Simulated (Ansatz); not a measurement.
I need a ladder of methods at one geometry of OSn. Use the Ansatz DFT code, driven from Python. Settings (for the species named): MP2, def2-SVP basis, multiplicity 1. The script varies method: mp2, ccsd, ccsd_t, ccsdt_q.

The script reads `osn.xyz`:
```text
2

Sn    0.00000    0.00000    0.00000
O     0.00000    0.00000    1.95000
```

The script, `run_methods.py`:
```python
"""OSn at several levels of theory."""

import ansatz as az

config = {
    "basis": "def2-SVP",
}

system = az.Crystal.molecule_from_extxyz("osn.xyz")

setup = system.calculation().basis(gaussian=config["basis"])

methods = ["mp2", "ccsd", "ccsd_t", "ccsdt_q"]
reports = [setup.correlation(m).run().report for m in methods]
print(f"Hartree-Fock reference {reports[0]['reference_energy_ev'] / 27.211386246:.6f} Ha")
best = reports[-1]["free_energy_ev"] - reports[-1]["reference_energy_ev"]
for method, each in zip(methods, reports):
    gained = each["free_energy_ev"] - each["reference_energy_ev"]
    print(f"{method:8s} total {each['free_energy_ev'] / 27.211386246:.6f} Ha  correlation {gained:9.4f} eV  ({100 * gained / best:.1f} % of the last)")
```

Running `python run_methods.py` prints:
```text
RunWarning: the results are in doubt because among natural orbitals full CI differs from the method by -0.347 eV
Hartree-Fock reference -288.088442 Ha
mp2      total -288.411249 Ha  correlation   -8.7840 eV  (95.5 % of the last)
ccsd     total -288.398663 Ha  correlation   -8.4415 eV  (91.8 % of the last)
ccsd_t   total -288.421538 Ha  correlation   -9.0640 eV  (98.5 % of the last)
ccsdt_q  total -288.426488 Ha  correlation   -9.1985 eV  (100.0 % of the last)
```
(Warnings from the package without file and line.)

Notes:
- Total energies depend on the basis set; only differences at equal settings carry meaning.
- The geometry is a force-field or estimated start, not a minimum of this method, and the basis set is short of its limit. A lower total doesn't mark the better method: functionals have no common bound, and MP2 and coupled cluster aren't variational.
- def2 sets replace the cores of elements past krypton by effective core potentials.
- Inner cores stay frozen; a filled d shell under the valence of the heavier atoms is correlated with it.
- The spin state was assumed, and another may lie lower.
- It ran for 17 s on 1 thread of Arm Neoverse V1 (shared host), peak memory 0.33 GiB.

(Lines on the test bed's own set-up are left out of the output.)
